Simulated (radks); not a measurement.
**Pd⁺ in [Kr] 4d8 5p1: an all-electron calculation**

What are the levels of the palladium ion Pd+, how large are its shells, and how does its energy divide?

Method: scalar-relativistic Kohn-Sham, XLYP, spin-polarised, spherical densities, point nucleus; open shells are filled with parallel spins first. Code: radks (a radial shooting solver on a logarithmic mesh, Libxc functionals) version 1.

## (1) The atom as given

```
element       : palladium (Z = 46)
charge        : +1
electrons     : 45
configuration : [Kr] 4d8 5p1
```

The outer shells:

Pd⁺
```
[Kr] core
4d [↑↓][↑↓][↑↓][↑ ][↑ ]
5p [↑ ][  ][  ]
```

## (2) The calculation

The run's settings:

```text
Z 46
configuration [Kr] 4d8 5p1
relativity scalar-relativistic
functional xlyp
spin polarised
nucleus point
c 137.035999084
```

**Question.** What will this run give?

The runs gave:

```
                        quantity                   value
                    total energy     -5046.29785 hartree
exchange-correlation share of it                  2.86 %
                            −T/E                  1.0373
          highest occupied level        5p up, -8.333 eV
    most extended occupied level  5p up, <r> = 3.45 bohr
 radius at density 0.001 e/bohr³               4.28 bohr
    maxima of the radial density                       4
```

**Reading.** The radial density shows 4 maxima for 5 occupied principal shells; where shells overlap, one shows as a shoulder or not at all. −T/E is 1.037: with relativity the kinetic term as defined here no longer equals −E. This is not the tabulated ground configuration, so its levels and sizes aren't those of the ground state, and no measured value stands beside it.
